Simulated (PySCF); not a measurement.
# GeTe: bond curves at several levels of theory

The task here is to estimate one member of a computed series from the others.

The runs use PySCF 2.14.0; Ge cc-pVDZ-PP with ECP10, Te cc-pVDZ-PP with ECP28, scalar-relativistic core potentials.

Set-up of the first run:

A driver script around PySCF takes these settings:

* atoms: Ge, Te
* charge: 0
* basis: Ge cc-pVDZ-PP with ECP10, Te cc-pVDZ-PP with ECP28
* Hamiltonian: scalar-relativistic core potentials
* basis functions: 46
* electrons treated: 46
* masses in u: 73.9212, 129.9062
* levels: PBE0, PBE, r²SCAN, r²SCAN0, LDA, PW91, HF, MP2, SCS-MP2, CCSD, CCSD(T)
* grid: 80 radial by 434 angular points
* occupations: held fixed by the projection of orbital angular momentum
* dissociation limit: Ge + Te, each in its ground configuration
* starting distance in angstrom: 2.480
* values of 2S to try: 0, 2, 4

Launch:

```
$ OMP_NUM_THREADS=1 python dia.py task.json out
```

Steps of the session up to this table: Set-up; First curve: PBE0; Other states along the same grid; PBE (GGA); r²SCAN (meta-GGA); r²SCAN0; LDA (local density); PW91 (GGA); RHF (mean field); MP2 and coupled cluster.

One table of the session follows, with a row left open; its other results are not shown here.

It belongs to the step «The curves together». Energy (eV) from each level's lowest point:

| R (Å) | RHF | RHF-MP2 | RHF-SCS-MP2 | RHF-CCSD | RHF-CCSD(T) |
| --- | --- | --- | --- | --- | --- |
| 2.025 | 1.524 | 1.762 | 1.764 | n/a | n/a |
| 2.119 | 0.635 | 0.808 | 0.810 | 0.789 | 0.857 |
| 2.214 | 0.167 | 0.272 | 0.273 | 0.259 | 0.303 |
| 2.284 | ? | ? | ? | ? | ? |
| 2.355 | 0.000 | 0.000 | 0.000 | 0.000 | 0.000 |
| 2.426 | 0.082 | 0.027 | 0.027 | 0.035 | 0.009 |
| 2.520 | 0.304 | 0.178 | 0.178 | 0.197 | 0.131 |
| 2.638 | 0.707 | 0.494 | 0.494 | 0.524 | 0.400 |
| 2.779 | 1.292 | 0.998 | 0.994 | 1.021 | 0.814 |
| 2.967 | 2.130 | 1.830 | 1.811 | n/a | n/a |

Q: Estimate the row for R (Å) = 2.284 from the others.

Worked estimate for «RHF». A straight line through the neighbours (2.214, 0.167) and (2.355, 0.000) gives 0.167 + (0.000 − 0.167) × (2.284 − 2.214) / (2.355 − 2.214) = 0.084; a parabola fitted to 4 rows on both sides gives 0.013.

The run gave: RHF: 0.018; RHF-MP2: 0.072; RHF-SCS-MP2: 0.072; RHF-CCSD: 0.065; RHF-CCSD(T): 0.088. In «RHF» the line misses by +0.066 and the parabola by -0.005.

State 2 has its PBE0 minimum 1.88 eV higher. State 3 has its PBE0 minimum 4.06 eV higher. The other levels ran on the lowest alone.
